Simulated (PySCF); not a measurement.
# C₅H₁₁AsSi: electronic excitations

What electronic excitations should C₅H₁₁AsSi (`C#CC[AsH]C[SiH2]C`) show?

The runs use PySCF 2.14.0, with density-fitted response routines of our own; the level of theory stands in each step. All values are computed, except where a source is named. Atoms count from 0, in the outputs and in this text.

**1. The starting structure**

18 atoms, charge 0, multiplicity 1; geometry from: GFN2-xTB.

Bonds of the start (Å): C0–C1 1.20, C1–C2 1.44, C2–As3 2.00, As3–C4 1.98, C4–Si5 1.90, Si5–C6 1.90, C0–H7 1.05, C2–H8 1.09, C2–H9 1.09, As3–H10 1.51, C4–H11 1.09, C4–H12 1.09, Si5–H13 1.47, Si5–H14 1.47, C6–H15 1.09, C6–H16 1.09, C6–H17 1.09.

**2. TDDFT and polarisability: CAM-B3LYP/def2-SVPD**

Job settings and geometry (Å):

```
{"job": {"kind": "uv", "xc": "CAM-B3LYP", "basis": "def2-SVPD", "nstates": 8, "ntriplets": 3}, "charge": 0, "multiplicity": 1}
C     -3.093976     1.775159     0.359507
C     -2.719680     0.811873    -0.247213
C     -2.245703    -0.361807    -0.934708
As    -1.322961    -1.585416     0.352673
C      0.313279    -0.494893     0.590914
Si     1.541690    -0.533397    -0.859110
C      2.941489     0.708131    -0.544993
H     -3.439776     2.629677     0.860649
H     -1.554630    -0.075340    -1.731553
H     -3.095198    -0.893346    -1.375540
H     -0.778660    -2.461524    -0.756121
H     -0.026052     0.522968     0.801066
H      0.812689    -0.840550     1.500316
H      2.083439    -1.897406    -0.977838
H      0.871075    -0.188807    -2.125977
H      3.414905     0.542727     0.418273
H      3.707518     0.615517    -1.307875
H      2.581791     1.732753    -0.563645
```

With the program's defaults for keys left out, this is: TDDFT CAM-B3LYP/def2-SVPD, vertical, gas phase, core orbitals frozen in the response.

Run with:

```sh
$ OMP_NUM_THREADS=1 python probes_run.py task.json out
```

One launch serves the whole session: the jobs run in the order shown.

What will the session give for the following? lowest singlet (CAM-B3LYP/def2-SVPD); brightest single state of those computed; lowest triplet. Wanted: lowest singlet; brightest single state of those computed; lowest triplet.

The runs gave:

| quantity | value |
| --- | --- |
| lowest singlet (CAM-B3LYP/def2-SVPD) | 6.07 eV (204 nm), f = 0.113 |
| brightest single state of those computed | state 4, 6.63 eV, f = 0.113 |
| lowest triplet | 5.07 eV |

The first singlet state (HOMO→LUMO 0.75, HOMO→LUMO+2 0.15) lies at 6.07 eV and is bright; of the 8 states computed, the strongest absorption comes from state 4 at 6.63 eV. The lowest triplet lies 1.00 eV below the lowest singlet (triplets in Tamm-Dancoff, singlets in full TDDFT).
